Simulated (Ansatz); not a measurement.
# ZnSn2N: the cost of one run

Program: Ansatz 0.2.0. Level of theory: DFT PBE, scalar-relativistic, plane waves, PAW, unless a step names another level. These are calculated values, not measurements.

12 further runs of the same task are left out: 3 that didn't finish, 9 set aside as unsound or not needed.

## 1. Plan

Pauling electronegativities: Zn 1.65, Sn 1.96, N 3.04 (spread 1.39). No set of common oxidation states balances it. Tabulated atomic sizes suggest about 19 Å³/atom. 37 candidates were drawn, by swapping species into database cells of other compounds, at random by space group and Wyckoff sites, or by hand, as the table says:

```csv
name,made from,space group no.,Wyckoff sites,atoms (primitive cell),V (Å³/atom)
c01,built by hand: Cr2AlC-type MAX phase,194,Zn 2d; Sn 4f; N 2a,8,19.3
c02,database cell of MnGeTe2,123,"Zn 1a; Sn 1b, 1c; N 1d",4,20.7
c03,random,166,Zn 3a; Sn 6c; N 3b,4,23.0
c04,random,186,"Zn 2b; Sn 2a, 2b; N 2a",8,21.0
c05,random,65,Zn 2c; Sn 4k; N 2b,4,22.4
c06,database cell of VOF2,5,Zn 2a; Sn 4c; N 2a,4,24.5
c07,database cell of EuTlS2,166,Zn 3b; Sn 6c; N 3a,4,20.6
c08,random,99,"Zn 1b; Sn 1a, 1b; N 1a",4,21.7
c09,random,12,Zn 2d; Sn 4h; N 2b,4,19.4
c10,built by hand: anti-delafossite,166,Zn 3a; Sn 6c; N 3b,4,19.3
c11,built by hand: ordered Li3N,191,Zn 1b; Sn 2c; N 1a,4,19.3
c12,random,99,"Zn 1a; Sn 1b, 1a; N 1b",4,23.3
c13,random,71,Zn 2a; Sn 4h; N 2c,4,23.3
c14,random,139,Zn 2b; Sn 4d; N 2a,4,22.9
c15,random,123,Zn 1b; Sn 2h; N 1a,4,21.8
c16,random,123,"Zn 2g; Sn 4o; N 1b, 1a",8,23.3
c17,built by hand: anti-alpha-NaFeO2,166,Zn 3a; Sn 6c; N 3b,4,19.3
c18,database cell of BC2N,25,"Zn 1b; Sn 1a, 1c; N 1d",4,16.4
c19,random,129,Zn 2c; Sn 4d; N 2b,8,24.6
c20,random,1,"Zn 1a; Sn 1a, 1a; N 1a",4,20.2
c21,database cell of CdAuO2,65,"Zn 4f; Sn 4i, 4j; N 2a, 2b",8,19.6
c22,built by hand: HfCuSi2 (ordered ZrCuSiAs variant),129,"Zn 2b; Sn 2a, 2c; N 2c",8,19.3
c23,database cell of VBr2O,2,Zn 1a; Sn 2i; N 1d,4,19.2
c24,database cell of Hf2TlC,194,Zn 2d; Sn 4f; N 2a,8,17.0
c25,database cell of TlCrTe2,164,Zn 1b; Sn 2d; N 1a,4,20.8
c26,random,141,Zn 4b; Sn 8e; N 4a,8,22.0
c27,random,191,Zn 1b; Sn 2d; N 1a,4,23.2
c28,random,127,Zn 2d; Sn 4g; N 2c,8,22.9
c29,random,191,Zn 1a; Sn 2c; N 1b,4,21.9
c30,database cell of ScFeC2,129,"Zn 2a; Sn 2c, 2c; N 2c",8,16.4
c31,database cell of PrSb2Pd,129,"Zn 2c; Sn 2c, 2b; N 2a",8,19.6
c32,database cell of RbAlO2,227,Zn 8b; Sn 16d; N 8a,8,16.4
c33,database cell of CoNiTe2,164,Zn 1a; Sn 2d; N 1b,4,16.4
c34,database cell of AlInSb2,160,"Zn 3a; Sn 3a, 3a; N 3a",4,26.6
c35,random,35,"Zn 2b; Sn 2a, 2b; N 2a",4,23.5
c36,database cell of ZnHgTe2,115,Zn 1c; Sn 2g; N 1a,4,23.3
c37,database cell of Ni2SbTe,187,Zn 1a; Sn 2i; N 1d,4,16.9
```

## 2. Screening run of c01

File input.yaml:

```yaml
crystal:
  lattice:
    - [3.4, 0.0, 0.0]
    - [-1.7, 2.94448637, 0.0]
    - [0.0, 0.0, 15.4]
  atoms:
    - { symbol: Zn, position: [0.66666667, 0.33333333, 0.25] }
    - { symbol: Zn, position: [0.33333333, 0.66666667, 0.75] }
    - { symbol: Sn, position: [0.33333333, 0.66666667, 0.084] }
    - { symbol: Sn, position: [0.66666667, 0.33333333, 0.916] }
    - { symbol: Sn, position: [0.66666667, 0.33333333, 0.584] }
    - { symbol: Sn, position: [0.33333333, 0.66666667, 0.416] }
    - { symbol: "N", position: [0.0, 0.0, 0.0] }
    - { symbol: "N", position: [0.0, 0.0, 0.5] }
basis:
  ecutwfc: 420
kpoints:
  mp_grid: { grid: [5, 5, 1] }
hamiltonian:
  xc: pbe
scf:
  occupations: { method: gaussian, width: 0.2 }
  lower_state_search: "off"
output:
  forces: true
  stress: true
  eigenvalues: true
relax:
  adjacent_minimum: "off"
  f_tol: 0.08
  max_steps: 16
  cell: { stress_tol: 0.8 }
```

On the command line:

```sh
> ansatz run input.yaml --threads 1 --pin off --max-ram 2560MiB --backend cpu --events-out ev --progress --plain --runs-dir out
```

What time and memory should one allow on 1 thread of Intel Xeon Platinum 8375C at 2.90GHz (Ice Lake), shared host?

About 26 s, with a peak of 0.5 GiB.
